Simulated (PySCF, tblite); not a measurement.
**BrGeH5OSi: dynamics, then NMR shifts on frames**

How do NMR shifts of BrGeH5OSi (`[SiH3][O][GeH2][Br]`) change as the atoms move?

The runs use tblite 0.8.0 and PySCF 2.14.0, with density-fitted response routines of our own; the level of theory stands in each step. All values are computed, except where a source is named. Atoms are numbered from 0 throughout.

## (1) The molecule as given

9 atoms, charge 0, multiplicity 1; geometry from: GFN2-xTB.

Bonds of the start (Å): Si0–O1 1.64, O1–Ge2 1.71, Ge2–Br3 2.26, Si0–H4 1.46, Si0–H5 1.46, Si0–H6 1.46, Ge2–H7 1.51, Ge2–H8 1.50.

## (2) A short Langevin run with GFN2-xTB

What the job is given:

```
{"job": {"kind": "md", "xc": "GFN2-xTB", "basis": "xTB", "temperature": 400, "steps": 2000, "every": 50, "frames": 5}, "charge": 0, "multiplicity": 1}
Si    -1.630892    -0.133023    -0.201533
O     -0.159352     0.127783     0.468329
Ge     1.545422     0.273183     0.351668
Br     2.267098    -1.259152    -1.141916
H     -2.061964     1.151788    -0.750916
H     -2.408929    -0.585738     0.945445
H     -1.494491    -1.145302    -1.247650
H      1.886089     1.647731    -0.167682
H      2.070580    -0.071277     1.719075
```

Method: GFN2-xTB Langevin dynamics, gas phase.

Launch:

```sh
OMP_NUM_THREADS=1 python probes_run.py task.json out
```

One launch serves the whole session: the jobs run in the order shown.

Log:

```text
t/fs     T/K      E/eV
    0.0   372.1   -394.31723
   25.0   344.3   -394.11540
   50.0   296.8   -394.00465
   75.0   268.5   -394.04510
  100.0   301.6   -393.98479
  125.0   458.8   -394.04450
  150.0   372.8   -393.89227
  175.0   443.6   -394.07028
  200.0   311.9   -394.16851
  225.0   349.9   -393.98650
  250.0   435.6   -393.96570
  275.0   472.7   -393.88515
  300.0   197.3   -393.62347
  325.0   452.2   -393.87066
  350.0   360.2   -393.76631
  375.0   499.5   -394.06928
  400.0   412.3   -393.88867
  425.0   485.1   -393.98243
  450.0   438.5   -393.93705
  475.0   391.6   -393.79767
  500.0   746.6   -394.00419
  525.0   508.1   -393.77309
  550.0   546.5   -393.99452
  575.0   359.1   -393.82393
  600.0   471.5   -393.87634
  625.0   459.2   -393.78809
  650.0   407.8   -393.84521
  675.0   590.3   -394.03429
  700.0   420.3   -393.80888
  725.0   454.2   -393.88370
  750.0   476.7   -394.02903
  775.0   568.7   -394.00471
  800.0   364.3   -393.98527
  825.0   239.4   -393.89986
  850.0   216.2   -393.86231
  875.0   364.8   -394.03424
  900.0   287.2   -394.03470
  925.0   165.1   -393.92540
  950.0   179.9   -393.89124
  975.0   423.4   -393.98181
 1000.0   312.3   -393.84497
```

Wall time 7.3 s (1 thread of Intel Xeon 6975P-C, shared host); peak memory 0.19 GiB.

Distance from the start (root mean square after alignment): 0 fs 0.00 Å, 200 fs 1.24 Å, 400 fs 0.57 Å, 600 fs 0.53 Å, 800 fs 0.69 Å, 1000 fs 0.58 Å.

Positions (Å) and forces (eV/Å) at 1000 fs:

```xyz
9

Si   -2.646    0.229    0.390    0.294    0.764   -0.357
O    -1.059   -0.044    0.040   -0.082    0.298    0.007
Ge    0.534    0.714    0.062   -0.629   -0.002    0.871
Br    1.823   -0.464   -1.396   -0.127    0.093    0.271
H    -3.170    1.404   -0.424    0.443   -0.411    0.663
H    -2.759    0.288    1.854    0.000    0.188   -0.206
H    -3.272   -0.909   -0.184   -0.322   -0.805   -0.240
H     0.234    2.127   -0.576    0.379   -0.434    0.413
H     0.890    0.527    1.727    0.043    0.309   -1.422
```

## (3) Shielding tensors: 250 fs, PBE0/pcSseg-1

What the job is given:

```
{"job": {"kind": "nmr", "xc": "PBE0", "basis": "pcSseg-1", "pop": false}, "charge": 0, "multiplicity": 1}
Si    -1.517900    -0.494200     0.448000
O      0.022700     0.020900     0.300900
Ge     1.778900    -0.094200     0.344700
Br     2.214200    -1.305900    -1.421200
H     -1.970100    -0.514700     1.899200
H     -1.696200    -1.923100    -0.067400
H     -2.295300     0.597800    -0.100600
H      2.359100     1.374000     0.288900
H      2.321700    -0.578900     1.726600
```

With the program's defaults for keys left out, this is: GIAO PBE0/pcSseg-1 NMR shielding, non-relativistic, gas phase.

Log:

```text
coarse grid: 38704 points
cycle   1  E = -5017.5142885675  dE = -1.563e+00  |g| = 1.350e+00  |ddm| = 2.992e+00
cycle   2  E = -5017.1606804747  dE =  3.536e-01  |g| = 1.805e+00  |ddm| = 1.845e+00
cycle   3  E = -5017.6453480015  dE = -4.847e-01  |g| = 4.184e-01  |ddm| = 1.524e+00
cycle   4  E = -5017.6754270514  dE = -3.008e-02  |g| = 1.111e-01  |ddm| = 3.225e-01
cycle   5  E = -5017.6766695023  dE = -1.242e-03  |g| = 2.845e-02  |ddm| = 8.329e-02
cycle   6  E = -5017.6767629882  dE = -9.349e-05  |g| = 4.921e-03  |ddm| = 2.149e-02
cycle   7  E = -5017.6767656040  dE = -2.616e-06  |g| = 1.254e-03  |ddm| = 5.767e-03
final grid: 76112 points
cycle   8  E = -5017.6767351010  dE =  1.795e-08  |g| = 1.585e-03  |ddm| = 3.334e-03
cycle   9  E = -5017.6767349483  dE =  1.527e-07  |g| = 1.980e-03  |ddm| = 3.470e-03
cycle  10  E = -5017.6767355434  dE = -5.951e-07  |g| = 1.699e-04  |ddm| = 1.729e-03
cycle  11  E = -5017.6767355472  dE = -3.791e-09  |g| = 3.618e-05  |ddm| = 1.410e-04
cycle  12  E = -5017.6767355474  dE = -2.319e-10  |g| = 1.038e-05  |ddm| = 2.926e-05
converged SCF energy = -5017.6767355474

GIAO shielding tensors (ppm)
atom      isotropic    diamagn.    paramagn.     s11        s22        s33       span
  0 Si     393.715     878.486    -484.771    342.205    357.932    481.009    138.804
  1 O      299.769     403.518    -103.750    209.818    299.188    390.300    180.482
  2 Ge    1315.693    2753.344   -1437.652   1221.102   1274.186   1451.790    230.688
  3 Br    2639.449    3124.790    -485.340   2256.947   2778.477   2882.924    625.977
  4 H       25.983      28.146      -2.163     22.762     24.197     30.991      8.229
  5 H       25.603      27.867      -2.264     21.841     24.547     30.422      8.581
  6 H       26.428      29.408      -2.980     22.555     24.505     32.224      9.668
  7 H       24.936      26.006      -1.070     18.603     19.874     36.331     17.728
  8 H       24.952      25.861      -0.909     18.686     19.771     36.399     17.713
```

Run time: 9.7 s. Hardware: 1 thread of Intel Xeon 6975P-C, shared host; peak memory 0.73 GiB.

Shifts follow as δ = σ(reference) − σ, with reference shieldings (ppm) from runs at the same level and on the same kind of geometry: ¹H TMS 31.72, ²⁹Si TMS 349.2, ¹⁷O H2O 336.1, ⁷³Ge GeMe4 1331, ⁷⁹Br HBr 2622. The references are single molecules in the gas phase, so shifts against H2O, NH3, PH3, H3PO4 or CFCl3 are not on the usual liquid scales and can be off by tens of ppm. Each atom is listed at this fixed geometry, with no averaging over motion; a spectrum would average atoms that exchange fast.

```csv
atoms,environment,σ (ppm),δ (ppm)
H7,"hydrogen on a germanium bonded to Br, O",24.94,6.78
H8,"hydrogen on a germanium bonded to Br, O",24.95,6.77
H5,hydrogen on a silicon bonded to O,25.60,6.11
H4,hydrogen on a silicon bonded to O,25.98,5.73
H6,hydrogen on a silicon bonded to O,26.43,5.29
Si0,"silicon bonded to O, 3 H",393.7,-44.6
O1,"oxygen bonded to Ge, Si",299.8,36.3
Ge2,"germanium bonded to Br, O, 2 H",1316,15
Br3,bromine bonded to Ge,2639,-17
```

## (4) Shielding tensors: 425 fs, PBE0/pcSseg-1

What the job is given:

```
{"job": {"kind": "nmr", "xc": "PBE0", "basis": "pcSseg-1", "pop": false}, "charge": 0, "multiplicity": 1}
Si    -1.415400    -0.959900     0.330100
O     -0.050000    -0.025900     0.402400
Ge     1.638900    -0.249300     0.338000
Br     2.260300    -1.106600    -1.798300
H     -2.427200     0.092100     0.232600
H     -1.570000    -1.515000     1.690800
H     -1.297300    -1.856700    -0.873700
H      2.125200     1.145700     0.471300
H      2.242000    -1.078700     1.296300
```

Level: GIAO PBE0/pcSseg-1 NMR shielding, non-relativistic, gas phase.

Log:

```text
coarse grid: 38704 points
cycle   1  E = -5017.5089999320  dE = -1.557e+00  |g| = 1.346e+00  |ddm| = 2.960e+00
cycle   2  E = -5017.1339006149  dE =  3.751e-01  |g| = 1.833e+00  |ddm| = 1.840e+00
cycle   3  E = -5017.6414761300  dE = -5.076e-01  |g| = 4.257e-01  |ddm| = 1.512e+00
cycle   4  E = -5017.6729287730  dE = -3.145e-02  |g| = 1.172e-01  |ddm| = 3.361e-01
cycle   5  E = -5017.6744083506  dE = -1.480e-03  |g| = 3.202e-02  |ddm| = 9.454e-02
cycle   6  E = -5017.6745253510  dE = -1.170e-04  |g| = 4.981e-03  |ddm| = 2.418e-02
cycle   7  E = -5017.6745278752  dE = -2.524e-06  |g| = 1.488e-03  |ddm| = 6.248e-03
final grid: 76112 points
cycle   8  E = -5017.6745242702  dE =  1.085e-07  |g| = 1.927e-03  |ddm| = 4.141e-03
cycle   9  E = -5017.6745239643  dE =  3.058e-07  |g| = 2.460e-03  |ddm| = 4.550e-03
cycle  10  E = -5017.6745249647  dE = -1.000e-06  |g| = 1.972e-04  |ddm| = 2.338e-03
cycle  11  E = -5017.6745249689  dE = -4.160e-09  |g| = 3.060e-05  |ddm| = 1.426e-04
cycle  12  E = -5017.6745249690  dE = -1.783e-10  |g| = 9.647e-06  |ddm| = 2.847e-05
converged SCF energy = -5017.6745249690

GIAO shielding tensors (ppm)
atom      isotropic    diamagn.    paramagn.     s11        s22        s33       span
  0 Si     380.081     879.007    -498.926    333.260    354.425    452.556    119.296
  1 O      301.671     402.705    -101.035    198.661    295.730    410.622    211.961
  2 Ge    1278.236    2754.015   -1475.780   1174.173   1262.983   1397.551    223.377
  3 Br    2598.610    3123.760    -525.151   2186.635   2689.908   2919.286    732.650
  4 H       26.389      29.362      -2.972     22.637     24.615     31.916      9.279
  5 H       26.163      28.519      -2.356     22.484     24.429     31.575      9.092
  6 H       25.702      28.184      -2.483     21.371     25.632     30.103      8.732
  7 H       26.228      28.099      -1.871     18.590     21.394     38.699     20.109
  8 H       26.857      29.199      -2.343     18.649     21.647     40.275     21.626
```

It took 9.6 s on 1 thread of Intel Xeon 6975P-C, shared host; peak memory 0.83 GiB.

In short: δ Si0 -30.9, O1 34.4, Ge2 53, Br3 23, H6 6.02, H5 5.55 ppm.

## (5) Nuclear shieldings: 625 fs, PBE0/pcSseg-1

What the job is given:

```
{"job": {"kind": "nmr", "xc": "PBE0", "basis": "pcSseg-1", "pop": false}, "charge": 0, "multiplicity": 1}
Si    -2.034700    -0.868400     0.383800
O     -0.350200    -0.522600     0.453500
Ge     1.241600     0.086600     0.133300
Br     2.194600    -0.802400    -1.750300
H     -2.701300    -0.073800    -0.723400
H     -2.799400    -0.794200     1.680300
H     -2.050800    -2.323300     0.123300
H      1.074600     1.655900    -0.437400
H      1.937800    -0.139900     1.429800
```

Method: GIAO PBE0/pcSseg-1 NMR shielding, non-relativistic, gas phase.

Log:

```text
coarse grid: 38704 points
cycle   1  E = -5017.5085425336  dE = -1.716e+00  |g| = 1.346e+00  |ddm| = 2.946e+00
cycle   2  E = -5017.1327066939  dE =  3.758e-01  |g| = 1.830e+00  |ddm| = 1.854e+00
cycle   3  E = -5017.6374349308  dE = -5.047e-01  |g| = 4.421e-01  |ddm| = 1.543e+00
cycle   4  E = -5017.6713282676  dE = -3.389e-02  |g| = 1.167e-01  |ddm| = 3.453e-01
cycle   5  E = -5017.6727599150  dE = -1.432e-03  |g| = 3.241e-02  |ddm| = 9.365e-02
cycle   6  E = -5017.6728869014  dE = -1.270e-04  |g| = 4.873e-03  |ddm| = 2.479e-02
cycle   7  E = -5017.6728894160  dE = -2.515e-06  |g| = 1.449e-03  |ddm| = 6.092e-03
final grid: 76112 points
cycle   8  E = -5017.6728482163  dE =  9.653e-08  |g| = 1.876e-03  |ddm| = 4.000e-03
cycle   9  E = -5017.6728479389  dE =  2.774e-07  |g| = 2.391e-03  |ddm| = 4.387e-03
cycle  10  E = -5017.6728488848  dE = -9.459e-07  |g| = 1.880e-04  |ddm| = 2.239e-03
cycle  11  E = -5017.6728488888  dE = -4.040e-09  |g| = 2.600e-05  |ddm| = 1.412e-04
cycle  12  E = -5017.6728488890  dE = -1.382e-10  |g| = 6.586e-06  |ddm| = 2.708e-05
converged SCF energy = -5017.6728488890

GIAO shielding tensors (ppm)
atom      isotropic    diamagn.    paramagn.     s11        s22        s33       span
  0 Si     379.467     877.054    -497.587    326.555    339.907    471.938    145.384
  1 O      300.541     404.335    -103.794    224.618    303.456    373.551    148.933
  2 Ge    1322.591    2754.412   -1431.821   1182.793   1337.949   1447.032    264.239
  3 Br    2483.412    3124.419    -641.007   2087.493   2533.954   2828.788    741.295
  4 H       25.751      27.795      -2.045     22.329     24.152     30.771      8.441
  5 H       25.805      27.319      -1.514     22.727     23.991     30.695      7.968
  6 H       26.130      28.223      -2.094     22.310     24.924     31.155      8.845
  7 H       23.534      25.361      -1.827     16.673     20.508     33.422     16.748
  8 H       25.437      27.130      -1.693     17.548     20.921     37.841     20.293
```

Wall time 9.3 s (1 thread of Intel Xeon 6975P-C, shared host); peak memory 0.82 GiB.

In short: δ Si0 -30.3, O1 35.5, Ge2 8, Br3 139, H7 8.18, H8 6.28 ppm.

## (6) NMR shieldings: 800 fs, PBE0/pcSseg-1

What the job is given:

```
{"job": {"kind": "nmr", "xc": "PBE0", "basis": "pcSseg-1", "pop": false}, "charge": 0, "multiplicity": 1}
Si    -2.447700    -0.189800     0.322800
O     -0.824000    -0.166900     0.072600
Ge     0.857500     0.423600     0.131900
Br     2.146100    -0.599100    -1.432500
H     -3.107100     0.636800    -0.606300
H     -2.449800     0.415700     1.736600
H     -2.678100    -1.575400     0.341000
H      0.869400     1.838600    -0.173700
H      1.359400    -0.167900     1.437200
```

With the program's defaults for keys left out, this is: GIAO PBE0/pcSseg-1 NMR shielding, non-relativistic, gas phase.

Log:

```text
coarse grid: 38704 points
cycle   1  E = -5017.4943135654  dE = -1.543e+00  |g| = 1.368e+00  |ddm| = 2.974e+00
cycle   2  E = -5017.0568790379  dE =  4.374e-01  |g| = 1.923e+00  |ddm| = 2.121e+00
cycle   3  E = -5017.6367447341  dE = -5.799e-01  |g| = 4.337e-01  |ddm| = 1.791e+00
cycle   4  E = -5017.6690294937  dE = -3.228e-02  |g| = 1.164e-01  |ddm| = 3.479e-01
cycle   5  E = -5017.6703644657  dE = -1.335e-03  |g| = 3.258e-02  |ddm| = 9.088e-02
cycle   6  E = -5017.6704861206  dE = -1.217e-04  |g| = 5.182e-03  |ddm| = 2.444e-02
cycle   7  E = -5017.6704890064  dE = -2.886e-06  |g| = 1.487e-03  |ddm| = 6.335e-03
final grid: 76112 points
cycle   8  E = -5017.6705056995  dE =  8.014e-08  |g| = 1.893e-03  |ddm| = 3.880e-03
cycle   9  E = -5017.6705054371  dE =  2.624e-07  |g| = 2.381e-03  |ddm| = 4.129e-03
cycle  10  E = -5017.6705063196  dE = -8.825e-07  |g| = 2.331e-04  |ddm| = 2.103e-03
cycle  11  E = -5017.6705063264  dE = -6.807e-09  |g| = 4.520e-05  |ddm| = 1.799e-04
cycle  12  E = -5017.6705063267  dE = -3.420e-10  |g| = 1.072e-05  |ddm| = 3.606e-05
converged SCF energy = -5017.6705063267

GIAO shielding tensors (ppm)
atom      isotropic    diamagn.    paramagn.     s11        s22        s33       span
  0 Si     379.587     880.301    -500.715    330.324    359.599    448.837    118.512
  1 O      311.146     406.234     -95.088    220.110    326.612    386.715    166.605
  2 Ge    1300.534    2754.287   -1453.753   1167.290   1312.178   1422.135    254.845
  3 Br    2584.440    3124.608    -540.168   2190.592   2717.523   2845.204    654.612
  4 H       26.857      29.990      -3.133     23.138     25.207     32.227      9.089
  5 H       25.423      28.254      -2.832     21.360     24.083     30.825      9.465
  6 H       26.677      30.118      -3.442     22.374     25.169     32.487     10.112
  7 H       26.007      28.543      -2.536     17.708     21.616     38.698     20.990
  8 H       25.129      27.457      -2.329     17.404     21.288     36.694     19.290
```

It took 9.7 s on 1 thread of Intel Xeon 6975P-C, shared host; peak memory 0.82 GiB.

This run: δ Si0 -30.4, O1 24.9, Ge2 30, Br3 38, H8 6.59, H5 6.29 ppm.

## (7) NMR shieldings: 1000 fs, PBE0/pcSseg-1

What the job is given:

```
{"job": {"kind": "nmr", "xc": "PBE0", "basis": "pcSseg-1", "pop": false}, "charge": 0, "multiplicity": 1}
Si    -2.645900     0.228600     0.389800
O     -1.059300    -0.044400     0.040400
Ge     0.534200     0.714100     0.061700
Br     1.822500    -0.463500    -1.395700
H     -3.169900     1.404200    -0.423700
H     -2.758600     0.288000     1.853600
H     -3.272300    -0.909400    -0.184400
H      0.234000     2.127400    -0.576200
H      0.889600     0.527100     1.726600
```

Level: GIAO PBE0/pcSseg-1 NMR shielding, non-relativistic, gas phase.

Log:

```text
coarse grid: 38704 points
cycle   1  E = -5017.4928230764  dE = -1.651e+00  |g| = 1.367e+00  |ddm| = 2.932e+00
cycle   2  E = -5017.0557574741  dE =  4.371e-01  |g| = 1.918e+00  |ddm| = 2.036e+00
cycle   3  E = -5017.6362358097  dE = -5.805e-01  |g| = 4.380e-01  |ddm| = 1.694e+00
cycle   4  E = -5017.6687650570  dE = -3.253e-02  |g| = 1.167e-01  |ddm| = 3.386e-01
cycle   5  E = -5017.6701450974  dE = -1.380e-03  |g| = 3.424e-02  |ddm| = 9.533e-02
cycle   6  E = -5017.6702882285  dE = -1.431e-04  |g| = 5.676e-03  |ddm| = 2.757e-02
cycle   7  E = -5017.6702918749  dE = -3.646e-06  |g| = 1.513e-03  |ddm| = 6.841e-03
final grid: 76112 points
cycle   8  E = -5017.6702889829  dE =  1.146e-07  |g| = 1.965e-03  |ddm| = 4.179e-03
cycle   9  E = -5017.6702886360  dE =  3.469e-07  |g| = 2.537e-03  |ddm| = 4.531e-03
cycle  10  E = -5017.6702897131  dE = -1.077e-06  |g| = 2.464e-04  |ddm| = 2.323e-03
cycle  11  E = -5017.6702897213  dE = -8.229e-09  |g| = 4.935e-05  |ddm| = 1.969e-04
cycle  12  E = -5017.6702897218  dE = -4.366e-10  |g| = 1.216e-05  |ddm| = 3.953e-05
converged SCF energy = -5017.6702897218

GIAO shielding tensors (ppm)
atom      isotropic    diamagn.    paramagn.     s11        s22        s33       span
  0 Si     386.828     879.435    -492.607    339.264    353.956    467.264    127.999
  1 O      284.208     405.471    -121.263    210.298    296.466    345.860    135.561
  2 Ge    1304.591    2754.563   -1449.973   1176.438   1360.042   1377.292    200.854
  3 Br    2493.054    3124.558    -631.504   2129.009   2503.283   2846.869    717.860
  4 H       25.843      27.866      -2.023     22.571     24.311     30.646      8.076
  5 H       26.367      28.559      -2.192     22.644     24.448     32.010      9.365
  6 H       26.877      29.778      -2.901     22.967     25.306     32.358      9.391
  7 H       24.312      26.370      -2.058     17.513     20.376     35.048     17.535
  8 H       23.049      24.508      -1.459     17.000     19.562     32.586     15.586
```

It took 9.8 s on 1 thread of Intel Xeon 6975P-C, shared host; peak memory 0.82 GiB.

Key values: δ Si0 -37.7, O1 51.9, Ge2 26, Br3 129, H8 8.67, H7 7.40 ppm.

## (8) Run by run: NMR shifts

Shifts (ppm) of some atoms, chosen among heavy atoms and hydrogens apart, with basis size and wall time:

```csv
frame,H7,H8,H6,Si0,O1,Ge2,Br3,functions,time
250 fs,6.78,6.77,5.29,-44.6,36.3,15,-17,148,9.7 s
425 fs,5.49,4.86,6.02,-30.9,34.4,53,23,148,9.6 s
625 fs,8.18,6.28,5.59,-30.3,35.5,8,139,148,9.3 s
800 fs,5.71,6.59,5.04,-30.4,24.9,30,38,148,9.7 s
1000 fs,7.40,8.67,4.84,-37.7,51.9,26,129,148,9.8 s
```

## (9) Outcome

| quantity | value |
| --- | --- |
| thermostat | 400 K |
| mean temperature, second half | 408 K |
| mean potential energy above the minimum | 0.40 eV |
| ¹H shifts against TMS (PBE0/pcSseg-1, 250 fs) | 6.78, 6.77, 6.11, 5.73, 5.29 ppm |
| ²⁹Si shifts against TMS (PBE0/pcSseg-1, 250 fs) | -44.6 ppm |
| ¹⁷O shifts against H2O (PBE0/pcSseg-1, 250 fs) | 36.3 ppm |
| ⁷³Ge shifts against GeMe4 (PBE0/pcSseg-1, 250 fs) | 15 ppm |
| ⁷⁹Br shifts against HBr (PBE0/pcSseg-1, 250 fs) | -17 ppm |
| range of the shift of Br3 | -17 to 139 ppm |

What this shows: In the second half the potential energy averages 0.40 eV above the minimum; equipartition over 21 harmonic modes at 400 K would give 0.36 eV. With 9 atoms the temperature swings widely (165 to 747 K). Shifts at one fixed geometry are not the observed spectrum, which averages over the motion. In the first frame run (250 fs): Shielding is most anisotropic at Br3 (span 626 ppm, paramagnetic term -485 ppm). In ppm, Br3 moves most: its shift spreads over 156 ppm, from -17 (250 fs) to 139 (625 fs). Spin-orbit coupling is left out, which matters for shieldings and couplings at and beside the heavy atoms.
